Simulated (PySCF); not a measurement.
# A gas-phase reaction: GaH3O2 + Cl2 → ClGaH2O2 + ClH

Aim: the reaction energy of `[OH][GaH][OH]` + `ClCl` → `[OH][Ga]([OH])[Cl]` + `Cl`.

Programs: PySCF 2.14.0. All values are calculated, for the isolated system unless a continuum is named. Atoms count from 0, parts from 1.

## Step 1: Starting point

Each species was relaxed by itself at PBE0-D3(BJ)/def2-SVPD.

## Step 2: Reaction energy: wB97M-D3(BJ)/def2-TZVPD

What the job is given:

```
{"job": {"kind": "react", "xc": "wB97M-D3(BJ)", "basis": "def2-TZVPD"}, "charge": 0, "multiplicity": 1}
-1 GaH3O2 charge 0 multiplicity 1
O     -1.593480     0.631490     0.024440
Ga     0.055440     0.177400    -0.484940
O      0.927490    -0.704740     0.810390
H     -1.814470     0.355580     0.919250
H      0.602270     0.532440    -1.885230
H      1.822770    -0.992180     0.616110

-1 Cl2 charge 0 multiplicity 1
Cl     1.014650    -0.003000     0.009070
Cl    -1.014720     0.004800    -0.006960

+1 ClGaH2O2 charge 0 multiplicity 1
O      1.267710     0.073190     0.765440
Ga     0.097290     0.335610    -0.548480
O     -1.646520    -0.004040    -0.451560
Cl     0.843140     1.115420    -2.379140
H      0.912880    -0.280140     1.585960
H     -1.965060    -0.354820     0.384730

+1 ClH charge 0 multiplicity 1
Cl     0.644680    -0.002390     0.006740
H     -0.643450     0.004040    -0.006520
```

With the program's defaults for keys left out, this is: wB97M-D3(BJ)/def2-TZVPD reaction energy of separated species, gas phase.

Started as:

```console
> OMP_NUM_THREADS=1 python cluster_run.py task.json out
```

The driver reads the jobs from task.json and runs them one after another.

Standard output:

```text
species 1 (GaH3O2)
coarse grid: 25192 points
cycle   1  E = -2077.0609104920  dE = -3.600e-01  |g| = 1.183e+00  |ddm| = 1.893e+00
cycle   2  E = -2076.9260686693  dE =  1.348e-01  |g| = 1.563e+00  |ddm| = 1.765e+00
cycle   3  E = -2077.2885576984  dE = -3.625e-01  |g| = 4.797e-02  |ddm| = 9.722e-01
cycle   4  E = -2077.2891812454  dE = -6.235e-04  |g| = 2.743e-02  |ddm| = 7.434e-02
cycle   5  E = -2077.2892954812  dE = -1.142e-04  |g| = 1.115e-02  |ddm| = 2.360e-02
cycle   6  E = -2077.2893148164  dE = -1.934e-05  |g| = 1.840e-03  |ddm| = 1.266e-02
cycle   7  E = -2077.2893158768  dE = -1.060e-06  |g| = 1.106e-03  |ddm| = 3.384e-03
final grid: 51824 points
cycle   8  E = -2077.2892800731  dE =  4.086e-08  |g| = 1.415e-03  |ddm| = 1.825e-03
cycle   9  E = -2077.2892798519  dE =  2.213e-07  |g| = 1.844e-03  |ddm| = 1.759e-03
cycle  10  E = -2077.2892803975  dE = -5.456e-07  |g| = 3.451e-05  |ddm| = 9.986e-04
cycle  11  E = -2077.2892803979  dE = -4.093e-10  |g| = 2.427e-05  |ddm| = 4.568e-05
converged SCF energy = -2077.2892803979

species 2 (Cl2)
coarse grid: 12632 points
cycle   1  E = -920.4762353341  dE =  6.388e-02  |g| = 2.472e-01  |ddm| = 1.180e+00
cycle   2  E = -920.4854152865  dE = -9.180e-03  |g| = 1.551e-01  |ddm| = 2.411e-01
cycle   3  E = -920.4902179561  dE = -4.803e-03  |g| = 1.247e-02  |ddm| = 9.692e-02
cycle   4  E = -920.4902873731  dE = -6.942e-05  |g| = 2.486e-03  |ddm| = 1.204e-02
cycle   5  E = -920.4902917289  dE = -4.356e-06  |g| = 2.986e-04  |ddm| = 3.875e-03
final grid: 23496 points
cycle   6  E = -920.4902476958  dE = -4.830e-08  |g| = 9.188e-05  |ddm| = 4.979e-04
cycle   7  E = -920.4902476994  dE = -3.535e-09  |g| = 4.799e-05  |ddm| = 1.125e-04
cycle   8  E = -920.4902477000  dE = -6.245e-10  |g| = 1.457e-05  |ddm| = 4.221e-05
converged SCF energy = -920.4902477000

species 3 (ClGaH2O2)
coarse grid: 29040 points
cycle   1  E = -2536.7976705789  dE = -2.052e-01  |g| = 1.168e+00  |ddm| = 2.046e+00
cycle   2  E = -2536.7127541842  dE =  8.492e-02  |g| = 1.480e+00  |ddm| = 1.703e+00
cycle   3  E = -2537.0139912321  dE = -3.012e-01  |g| = 5.580e-02  |ddm| = 8.984e-01
cycle   4  E = -2537.0147393544  dE = -7.481e-04  |g| = 2.675e-02  |ddm| = 7.197e-02
cycle   5  E = -2537.0148859060  dE = -1.466e-04  |g| = 9.334e-03  |ddm| = 2.376e-02
cycle   6  E = -2537.0149024918  dE = -1.659e-05  |g| = 3.565e-03  |ddm| = 9.857e-03
cycle   7  E = -2537.0149048816  dE = -2.390e-06  |g| = 7.328e-04  |ddm| = 3.199e-03
final grid: 58200 points
cycle   8  E = -2537.0148253726  dE = -2.454e-07  |g| = 4.894e-04  |ddm| = 2.113e-03
cycle   9  E = -2537.0148253998  dE = -2.724e-08  |g| = 4.374e-04  |ddm| = 6.821e-04
cycle  10  E = -2537.0148254249  dE = -2.511e-08  |g| = 6.843e-05  |ddm| = 2.415e-04
cycle  11  E = -2537.0148254269  dE = -1.990e-09  |g| = 3.613e-05  |ddm| = 1.044e-04
cycle  12  E = -2537.0148254275  dE = -5.675e-10  |g| = 9.965e-06  |ddm| = 5.740e-05
converged SCF energy = -2537.0148254275

species 4 (ClH)
coarse grid: 8792 points
cycle   1  E = -460.8503333814  dE = -8.165e-02  |g| = 2.169e-01  |ddm| = 7.239e-01
cycle   2  E = -460.8625128415  dE = -1.218e-02  |g| = 1.397e-01  |ddm| = 2.651e-01
cycle   3  E = -460.8670521931  dE = -4.539e-03  |g| = 1.358e-02  |ddm| = 9.818e-02
cycle   4  E = -460.8670932760  dE = -4.108e-05  |g| = 3.364e-03  |ddm| = 9.545e-03
cycle   5  E = -460.8670995244  dE = -6.248e-06  |g| = 8.515e-04  |ddm| = 3.915e-03
final grid: 17120 points
cycle   6  E = -460.8670682552  dE = -3.715e-07  |g| = 3.676e-04  |ddm| = 8.891e-04
cycle   7  E = -460.8670683015  dE = -4.627e-08  |g| = 1.618e-04  |ddm| = 3.981e-04
cycle   8  E = -460.8670683081  dE = -6.574e-09  |g| = 4.221e-05  |ddm| = 1.295e-04
cycle   9  E = -460.8670683094  dE = -1.313e-09  |g| = 3.974e-06  |ddm| = 6.531e-05
cycle  10  E = -460.8670683094  dE = -7.503e-12  |g| = 8.166e-07  |ddm| = 3.313e-06
converged SCF energy = -460.8670683094

Reaction energy = -64.336 kcal/mol
```

Run time: 33 s. Hardware: 1 thread of Arm Neoverse N1, shared host; peak memory 0.68 GiB.

Species by species (with the dispersion term, which the log's SCF energies lack):

```
 ν             species  energy (Eh)  HOMO (eV)
-1       [OH][GaH][OH]  -2077.29249     -11.27
-1                ClCl   -920.49147     -11.18
+1  [OH][Ga]([OH])[Cl]  -2537.01887     -11.66
+1                  Cl   -460.86761     -11.93
```

## Step 3: Energies of the species: PBE0-D3(BJ)/def2-TZVPD

Settings changed since step 2:

```diff
@@ -1,2 +1,2 @@
-{"job": {"kind": "react", "xc": "wB97M-D3(BJ)", "basis": "def2-TZVPD"}, "charge": 0, "multiplicity": 1}
+{"job": {"kind": "react", "xc": "PBE0", "basis": "def2-TZVPD", "disp": "d3bj"}, "charge": 0, "multiplicity": 1}
 -1 GaH3O2 charge 0 multiplicity 1
```

With the program's defaults for keys left out, this is: PBE0-D3(BJ)/def2-TZVPD reaction energy of separated species, gas phase.

Standard output:

```text
species 1 (GaH3O2)
coarse grid: 25192 points
cycle   1  E = -2076.5556946479  dE = -2.344e-01  |g| = 1.304e+00  |ddm| = 1.968e+00
cycle   2  E = -2075.7336577607  dE =  8.220e-01  |g| = 2.457e+00  |ddm| = 2.511e+00
cycle   3  E = -2076.8103804446  dE = -1.077e+00  |g| = 1.980e-01  |ddm| = 1.852e+00
cycle   4  E = -2076.8163788820  dE = -5.998e-03  |g| = 1.054e-01  |ddm| = 1.854e-01
cycle   5  E = -2076.8173837335  dE = -1.005e-03  |g| = 1.460e-02  |ddm| = 5.850e-02
cycle   6  E = -2076.8174166261  dE = -3.289e-05  |g| = 6.596e-03  |ddm| = 1.440e-02
cycle   7  E = -2076.8174233447  dE = -6.719e-06  |g| = 2.544e-03  |ddm| = 5.392e-03
final grid: 51824 points
cycle   8  E = -2076.8173811123  dE =  2.520e-06  |g| = 4.605e-03  |ddm| = 4.395e-03
cycle   9  E = -2076.8173716765  dE =  9.436e-06  |g| = 8.620e-03  |ddm| = 8.033e-03
cycle  10  E = -2076.8173848188  dE = -1.314e-05  |g| = 3.615e-04  |ddm| = 5.297e-03
cycle  11  E = -2076.8173848333  dE = -1.451e-08  |g| = 4.075e-05  |ddm| = 2.153e-04
cycle  12  E = -2076.8173848335  dE = -2.615e-10  |g| = 1.682e-05  |ddm| = 3.734e-05
converged SCF energy = -2076.8173848335

species 2 (Cl2)
coarse grid: 3248 points
cycle   1  E = -920.0848703255  dE =  1.015e-01  |g| = 1.608e-01  |ddm| = 1.191e+00
cycle   2  E = -920.0872207917  dE = -2.350e-03  |g| = 8.739e-02  |ddm| = 1.235e-01
cycle   3  E = -920.0886036695  dE = -1.383e-03  |g| = 3.229e-02  |ddm| = 7.027e-02
cycle   4  E = -920.0888547990  dE = -2.511e-04  |g| = 5.428e-04  |ddm| = 2.039e-02
cycle   5  E = -920.0888549083  dE = -1.093e-07  |g| = 2.230e-04  |ddm| = 9.350e-04
final grid: 23496 points
cycle   6  E = -920.0901487627  dE = -8.697e-06  |g| = 2.709e-03  |ddm| = 7.420e-03
cycle   7  E = -920.0901491960  dE = -4.333e-07  |g| = 1.503e-03  |ddm| = 3.011e-03
cycle   8  E = -920.0901494350  dE = -2.390e-07  |g| = 1.101e-04  |ddm| = 1.207e-03
cycle   9  E = -920.0901494375  dE = -2.579e-09  |g| = 4.180e-05  |ddm| = 9.862e-05
cycle  10  E = -920.0901494379  dE = -3.972e-10  |g| = 3.007e-06  |ddm| = 2.417e-05
converged SCF energy = -920.0901494379

species 3 (ClGaH2O2)
coarse grid: 29040 points
cycle   1  E = -2536.0816132354  dE = -7.394e-02  |g| = 1.312e+00  |ddm| = 2.119e+00
cycle   2  E = -2535.4708054642  dE =  6.108e-01  |g| = 2.294e+00  |ddm| = 2.475e+00
cycle   3  E = -2536.3386274538  dE = -8.678e-01  |g| = 1.697e-01  |ddm| = 1.736e+00
cycle   4  E = -2536.3432344615  dE = -4.607e-03  |g| = 9.264e-02  |ddm| = 1.745e-01
cycle   5  E = -2536.3443175412  dE = -1.083e-03  |g| = 1.219e-02  |ddm| = 5.415e-02
cycle   6  E = -2536.3443463557  dE = -2.881e-05  |g| = 3.849e-03  |ddm| = 1.224e-02
cycle   7  E = -2536.3443485259  dE = -2.170e-06  |g| = 6.912e-04  |ddm| = 2.543e-03
final grid: 58200 points
cycle   8  E = -2536.3442920912  dE = -1.270e-09  |g| = 8.794e-04  |ddm| = 1.812e-03
cycle   9  E = -2536.3442918991  dE =  1.921e-07  |g| = 1.350e-03  |ddm| = 1.597e-03
cycle  10  E = -2536.3442922424  dE = -3.433e-07  |g| = 1.360e-04  |ddm| = 9.256e-04
cycle  11  E = -2536.3442922457  dE = -3.314e-09  |g| = 2.577e-05  |ddm| = 1.156e-04
cycle  12  E = -2536.3442922458  dE = -8.549e-11  |g| = 4.949e-06  |ddm| = 1.500e-05
converged SCF energy = -2536.3442922458

species 4 (ClH)
coarse grid: 2248 points
cycle   1  E = -460.6537841795  dE = -4.644e-02  |g| = 1.882e-01  |ddm| = 7.411e-01
cycle   2  E = -460.6558529733  dE = -2.069e-03  |g| = 1.902e-01  |ddm| = 3.151e-01
cycle   3  E = -460.6653815611  dE = -9.529e-03  |g| = 1.506e-02  |ddm| = 1.513e-01
cycle   4  E = -460.6654036181  dE = -2.206e-05  |g| = 2.693e-03  |ddm| = 7.323e-03
cycle   5  E = -460.6654051660  dE = -1.548e-06  |g| = 1.111e-03  |ddm| = 2.553e-03
final grid: 17120 points
cycle   6  E = -460.6658903649  dE = -4.429e-06  |g| = 2.164e-03  |ddm| = 7.337e-03
cycle   7  E = -460.6658903944  dE = -2.952e-08  |g| = 1.795e-03  |ddm| = 2.512e-03
cycle   8  E = -460.6658910121  dE = -6.177e-07  |g| = 1.533e-04  |ddm| = 1.363e-03
cycle   9  E = -460.6658910190  dE = -6.902e-09  |g| = 2.148e-05  |ddm| = 1.086e-04
cycle  10  E = -460.6658910191  dE = -1.008e-10  |g| = 4.933e-06  |ddm| = 1.681e-05
converged SCF energy = -460.6658910191

Reaction energy = -64.663 kcal/mol
```

Run time: 19 s. Hardware: 1 thread of Arm Neoverse N1, shared host; peak memory 0.62 GiB.

Reaction energy at this level: -64.66 kcal/mol.

## Step 4: Energies of the species: MP2/def2-TZVPD

Settings changed since step 3:

```diff
@@ -1,2 +1,2 @@
-{"job": {"kind": "react", "xc": "PBE0", "basis": "def2-TZVPD", "disp": "d3bj"}, "charge": 0, "multiplicity": 1}
+{"job": {"kind": "react", "xc": "MP2", "basis": "def2-TZVPD"}, "charge": 0, "multiplicity": 1}
 -1 GaH3O2 charge 0 multiplicity 1
```

With the program's defaults for keys left out, this is: MP2/def2-TZVPD reaction energy of separated species, gas phase.

Standard output:

```text
species 1 (GaH3O2)
final grid: 51824 points
cycle   1  E = -2074.7171791405  dE = -5.543e-01  |g| = 8.184e-01  |ddm| = 1.851e+00
cycle   2  E = -2074.7892392827  dE = -7.206e-02  |g| = 6.291e-01  |ddm| = 9.671e-01
cycle   3  E = -2074.8482158994  dE = -5.898e-02  |g| = 4.510e-02  |ddm| = 3.755e-01
cycle   4  E = -2074.8490298060  dE = -8.139e-04  |g| = 1.529e-02  |ddm| = 7.835e-02
cycle   5  E = -2074.8490889511  dE = -5.915e-05  |g| = 6.359e-03  |ddm| = 2.324e-02
cycle   6  E = -2074.8490948024  dE = -5.851e-06  |g| = 9.473e-04  |ddm| = 5.931e-03
cycle   7  E = -2074.8490953029  dE = -5.004e-07  |g| = 2.228e-04  |ddm| = 1.946e-03
cycle   8  E = -2074.8490953387  dE = -3.584e-08  |g| = 5.714e-05  |ddm| = 5.884e-04
cycle   9  E = -2074.8490953410  dE = -2.293e-09  |g| = 2.446e-05  |ddm| = 1.436e-04
cycle  10  E = -2074.8490953412  dE = -2.110e-10  |g| = 8.346e-06  |ddm| = 3.889e-05
converged SCF energy = -2074.8490953412

species 2 (Cl2)
final grid: 23496 points
cycle   1  E = -918.9653262762  dE =  6.011e-02  |g| = 2.590e-01  |ddm| = 1.186e+00
cycle   2  E = -918.9802784118  dE = -1.495e-02  |g| = 1.127e-01  |ddm| = 2.120e-01
cycle   3  E = -918.9828568893  dE = -2.578e-03  |g| = 1.988e-02  |ddm| = 7.487e-02
cycle   4  E = -918.9830777419  dE = -2.209e-04  |g| = 4.253e-03  |ddm| = 2.065e-02
cycle   5  E = -918.9830898481  dE = -1.211e-05  |g| = 7.297e-04  |ddm| = 5.118e-03
cycle   6  E = -918.9830900655  dE = -2.175e-07  |g| = 1.518e-04  |ddm| = 6.808e-04
cycle   7  E = -918.9830900748  dE = -9.233e-09  |g| = 2.307e-05  |ddm| = 1.886e-04
cycle   8  E = -918.9830900750  dE = -2.532e-10  |g| = 2.990e-06  |ddm| = 4.639e-05
converged SCF energy = -918.9830900750

species 3 (ClGaH2O2)
final grid: 58200 points
cycle   1  E = -2533.7242977751  dE = -3.765e-01  |g| = 8.069e-01  |ddm| = 2.005e+00
cycle   2  E = -2533.7962905129  dE = -7.199e-02  |g| = 6.019e-01  |ddm| = 9.480e-01
cycle   3  E = -2533.8463626927  dE = -5.007e-02  |g| = 4.864e-02  |ddm| = 3.491e-01
cycle   4  E = -2533.8470423039  dE = -6.796e-04  |g| = 1.680e-02  |ddm| = 6.164e-02
cycle   5  E = -2533.8471222018  dE = -7.990e-05  |g| = 5.148e-03  |ddm| = 2.125e-02
cycle   6  E = -2533.8471295216  dE = -7.320e-06  |g| = 1.663e-03  |ddm| = 6.437e-03
cycle   7  E = -2533.8471307849  dE = -1.263e-06  |g| = 5.977e-04  |ddm| = 2.520e-03
cycle   8  E = -2533.8471309818  dE = -1.970e-07  |g| = 1.804e-04  |ddm| = 1.228e-03
cycle   9  E = -2533.8471310032  dE = -2.141e-08  |g| = 3.084e-05  |ddm| = 4.624e-04
cycle  10  E = -2533.8471310040  dE = -7.403e-10  |g| = 6.599e-06  |ddm| = 8.189e-05
converged SCF energy = -2533.8471310040

species 4 (ClH)
final grid: 17120 points
cycle   1  E = -460.0817352575  dE = -1.008e-01  |g| = 2.132e-01  |ddm| = 7.101e-01
cycle   2  E = -460.0969052446  dE = -1.517e-02  |g| = 8.401e-02  |ddm| = 2.053e-01
cycle   3  E = -460.0986386038  dE = -1.733e-03  |g| = 1.826e-02  |ddm| = 5.472e-02
cycle   4  E = -460.0988471692  dE = -2.086e-04  |g| = 6.315e-03  |ddm| = 1.638e-02
cycle   5  E = -460.0988771687  dE = -3.000e-05  |g| = 1.289e-03  |ddm| = 7.398e-03
cycle   6  E = -460.0988783847  dE = -1.216e-06  |g| = 2.807e-04  |ddm| = 1.659e-03
cycle   7  E = -460.0988784380  dE = -5.327e-08  |g| = 4.150e-05  |ddm| = 4.895e-04
cycle   8  E = -460.0988784387  dE = -7.312e-10  |g| = 7.806e-06  |ddm| = 6.177e-05
converged SCF energy = -460.0988784387

Reaction energy = -70.003 kcal/mol
```

Run time: 9.4 s. Hardware: 1 thread of Arm Neoverse N1, shared host; peak memory 0.6 GiB.

Reaction energy at this level: -70.00 kcal/mol.

## Step 5: Side by side

Energies in kcal/mol, with wall time:

| run | reaction | time |
| --- | --- | --- |
| wB97M-D3(BJ)/def2-TZVPD | -64.34 | 33 s |
| PBE0-D3(BJ)/def2-TZVPD | -64.66 | 19 s |
| MP2/def2-TZVPD | -70.00 | 9.4 s |

## Step 6: Summary of results

```
                                                quantity                      value
               reaction energy (wB97M-D3(BJ)/def2-TZVPD)            -64.34 kcal/mol
                     ΔH, ΔG at 298 K (xTB thermal terms)      -64.0, -63.7 kcal/mol
range of the reaction energy over the runs of this table  -70.00 to -64.34 kcal/mol
```

The reaction is exothermic by 64.0 kcal/mol in the gas phase; dispersion gives -0.10, and xTB itself gave -45.65 for the electronic energy (xTB energies and thermal terms come from the earlier relaxation of each species, not shown). No barrier was sought. xTB and this level differ widely in the electronic energy, so what comes from xTB (the thermal terms above all) is less safe here. The reaction energy runs from -70.00 (MP2/def2-TZVPD) to -64.34 kcal/mol (wB97M-D3(BJ)/def2-TZVPD).
